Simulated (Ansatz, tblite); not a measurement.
# InH2Me (CH5In): removing an electron

The task here is to estimate one member of a computed series from the others.

Program: Ansatz 0.2.0, Gaussian basis. Level of theory: as each input shows. These are calculated values, not measurements.

Levels to be run: charge +1 doublet, at the geometry of the singlet (PBE0-D4/def2-TZVP, PBE-D4/def2-TZVP, r2SCAN-D4/def2-TZVP, CCSD(T)/def2-TZVPP); charge +1 doublet, relaxed (PBE0-D4/def2-TZVP, PBE-D4/def2-TZVP); the starting singlet's energies come from earlier runs.

2 further runs of the same task are left out: 2 set aside as unsound or not needed. Runs told in other sessions of the task aren't counted.

### The geometry

The singlet was relaxed beforehand with PBE0-D4/def2-TZVP.

7 atoms, charge 0, spin multiplicity 1.

Atoms are counted from 1 here; the program's logs count them from 0.

Bond lengths: In1–H2 1.731 Å, In1–H3 1.731 Å, In1–C4 2.153 Å, C4–H5 1.093 Å, C4–H6 1.090 Å, C4–H7 1.091 Å. Angles: H2–In1–H3 119.3°, H2–In1–C4 120.2°, H3–In1–C4 120.5°, In1–C4–H5 109.0°, In1–C4–H6 111.4°, In1–C4–H7 111.0°, H5–C4–H6 108.1°, H5–C4–H7 107.8°, H6–C4–H7 109.5°.

In takes a core potential in the def2 sets. No spin-orbit coupling is included.

Set-up of the first run:

Contents of in.yaml:

```yaml
crystal:
  periodic: [false, false, false]
  atoms:
    - {symbol: In, position_ang: [0.567708, 0.993024, 0.002709]}
    - {symbol: H, position_ang: [2.298409, 1.002995, 0.026891]}
    - {symbol: H, position_ang: [-0.286236, 2.497332, -0.049981]}
    - {symbol: C, position_ang: [-0.505250, -0.873712, 0.016030]}
    - {symbol: H, position_ang: [-0.588431, -1.243877, -1.009529]}
    - {symbol: H, position_ang: [-1.512587, -0.749698, 0.413971]}
    - {symbol: H, position_ang: [0.026377, -1.626064, 0.599909]}
basis:
  gaussian: {orbitals: def2-TZVP}
total_charge: 1
magnetization: {spin_polarized: true, initial_magnetization: 1}
hamiltonian: {xc: pbe0, dispersion: d4}
output: {orbitals: {seedname: orbitals}}
```

The run is started by

```console
$ ansatz run in.yaml --threads 4 --pin off --events-out ev --progress --plain --max-ram 3916MiB
```

Among the steps run: Charge +1 doublet at the fixed geometry, PBE0-D4/def2-TZVP; Charge +1 doublet at the fixed geometry, PBE-D4/def2-TZVP; Charge +1 doublet at the fixed geometry, r2SCAN-D4/def2-TZVP; Charge +1 doublet at the fixed geometry, CCSD(T)/def2-TZVPP.

One of the session's tables, all rows but one given; the rest of the session is left out.

It belongs to the step «Vertical ionisation energy». 

```
             method  vertical ionisation energy (eV)
      HF/def2-TZVPP                                ?
   PBE-D4/def2-TZVP                             9.57
r2SCAN-D4/def2-TZVP                             9.56
  PBE0-D4/def2-TZVP                             9.69
     MP2/def2-TZVPP                             9.97
    CCSD/def2-TZVPP                             9.75
 CCSD(T)/def2-TZVPP                             9.80
```

Q: Estimate the row for HF/def2-TZVPP from the others.

The run gave: vertical ionisation energy (eV): 8.78. In the column «vertical ionisation energy (eV)» it is the lowest.
